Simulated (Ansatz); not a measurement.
Run this with Ansatz 0.2.0 through its Python package and show what comes out.

`w_smear.py`:
```python
# -*- coding: utf-8 -*-
"""How the energy of W depends on the smearing."""

import logging
import sys

import ansatz as az
from tabulate import tabulate

logging.basicConfig(stream=sys.stdout, format="%(name)s: %(message)s")
logger = logging.getLogger("ansatz_job")
logger.setLevel(logging.INFO)


def main():
    system = (
        az.Lattice.of((-1.582345, 1.582345, 1.582345), (1.582345, -1.582345, 1.582345), (1.582345, 1.582345, -1.582345))
        .atom("W", (0.0, 0.0, 0.0))
    )

    calc = system.calculation().kpoints(13).functional(az.Functional.R2SCAN).pseudopotentials("paw")

    rows = []
    for value in [0.25, 0.15, 0.1, 0.05, 0.025]:
        rep = calc.occupations("methfessel_paxton", width=value).run(threads=1).report
        rows.append((value, rep["free_energy_ev"] / len(rep["lattice"]["sites"]), rep["n_iterations"], rep["n_kpoints"]))

    print(tabulate(rows, headers=["width (eV)", "F/atom (eV)", "iterations", "k-points"], floatfmt=".4f", tablefmt="grid"))

    # the last row is the reference
    for row in rows[:-1]:
        shift = 1000 * (row[1] - rows[-1][1])
        logger.info(f"{row[0]}: {shift:+.2f} meV/atom" + ("  (within 5 meV)" if abs(shift) < 5 else ""))


if __name__ == "__main__":
    main()
```

Running `python w_smear.py` prints:
```text
DeckWarning: basis.ecutwfc = 500 eV, auto-derived from the records' recommended cutoffs: set by W (their level for a meta-GGA)
+--------------+---------------+--------------+------------+
|   width (eV) |   F/atom (eV) |   iterations |   k-points |
+==============+===============+==============+============+
|       0.2500 |   -10397.3124 |            5 |         84 |
+--------------+---------------+--------------+------------+
|       0.1500 |   -10397.3129 |            5 |         84 |
+--------------+---------------+--------------+------------+
|       0.1000 |   -10397.3129 |            5 |         84 |
+--------------+---------------+--------------+------------+
|       0.0500 |   -10397.3128 |            5 |         84 |
+--------------+---------------+--------------+------------+
|       0.0250 |   -10397.3127 |            5 |         84 |
+--------------+---------------+--------------+------------+
ansatz_job: 0.25: +0.37 meV/atom  (within 5 meV)
ansatz_job: 0.15: -0.17 meV/atom  (within 5 meV)
ansatz_job: 0.1: -0.16 meV/atom  (within 5 meV)
ansatz_job: 0.05: -0.06 meV/atom  (within 5 meV)
```
(Warnings from the package without file and line.)

Going from 0.025 to 0.25 eV changes F by +0.4 meV an atom. This scheme is built to cancel the term in the square of the width, so the shifts stay small and are partly the mesh's error.

Notes:
- For a metal this k-point mesh is coarse: on a finer one energies can move by several to tens of meV an atom and pressures by half a GPa or more, differences at one mesh by less.
- The narrowest width needs the finest mesh, so the last row is no converged reference.
- Spin-orbit coupling, which matters for elements this heavy, is left out.
- Hardware and time: 7.6 s on 1 thread of Arm Neoverse V2, with other jobs on the host, peak memory 0.35 GiB.
